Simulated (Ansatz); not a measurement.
# TiNH2+ (septet): wave-function methods side by side, def2-TZVPP

An exercise on one series of results from a longer session: the logs are not shown, and one member is left open.

Program: Ansatz 0.2.0, Gaussian basis. Level of theory: def2-TZVPP, core rule «outside noble gas», up to 10 orbitals frozen. These are calculated values, not measurements.

To be run: UHF; CCSD(T) on ROHF; CCSD(T) on UHF; CCSDT(Q) on ROHF; CCSDT(Q) on UHF.

6 further runs of the same task are left out: 3 for a known fault of the program, 3 set aside as unsound or not needed.

## The system

The geometry is a PBE0/def2-TZVP stationary point (not a proven minimum) of the parent state, kept for this charge and spin.

4 atoms, charge 1, spin multiplicity 7.

Atoms are counted from 1 here; the program's logs count them from 0.

Bond lengths: Ti1–N2 2.213 Å, N2–H3 1.023 Å, N2–H4 1.024 Å. Angles: Ti1–N2–H3 125.8°, Ti1–N2–H4 126.9°, H3–N2–H4 107.3°.

The first run:

in.yaml

```yaml
crystal:
  periodic: [false, false, false]
  atoms:
    - {symbol: Ti, position_ang: [0.000000, -0.000006, 0.574128]}
    - {symbol: N, position_ang: [0.000000, -0.000668, -1.638816]}
    - {symbol: H, position_ang: [0.000000, 0.829097, -2.237756]}
    - {symbol: H, position_ang: [0.000000, -0.819548, -2.253941]}
basis:
  gaussian: {orbitals: def2-TZVPP}
total_charge: 1
magnetization: {spin_polarized: true, initial_magnetization: 6}
hamiltonian: {xc: hf}
output: {orbitals: {seedname: orbitals}}
```

Run with:

```
$ ansatz run in.yaml --threads 1 --pin off --events-out ev --progress --plain --max-ram 4096MiB --backend cpu
```

Among the steps run: UHF; CCSD(T) on ROHF; CCSD(T) on UHF; CCSDT(Q) on ROHF; CCSDT(Q) on UHF.

One table of the session follows, with a row left open; its other results are not shown here.

It belongs to the step «Misses and costs». 

```
   method  from RCCSDT(Q) (kcal/mol)
     ROHF                    +133.44
      UHF                    +127.68
     RMP2                     +21.64
     UMP2                     +19.52
    RCCSD                      +4.17
    UCCSD                      +1.92
 RCCSD(T)                          ?
 UCCSD(T)                      -1.42
   RCCSDT                      +0.11
   UCCSDT                      -2.07
RCCSDT(Q)                          0
UCCSDT(Q)                      -2.19
```

Q: Estimate the row for RCCSD(T) from the others.

**Answer.** from RCCSDT(Q) (kcal/mol): +0.76. In the column «from RCCSDT(Q) (kcal/mol)» it lies between RCCSDT (+0.11) and UCCSD (+1.92).

Limits of these values: Restricted and unrestricted rows rest on different reference determinants; where their highest levels disagree by more than a few hundredths of an eV, they describe different states and don't form one ladder.
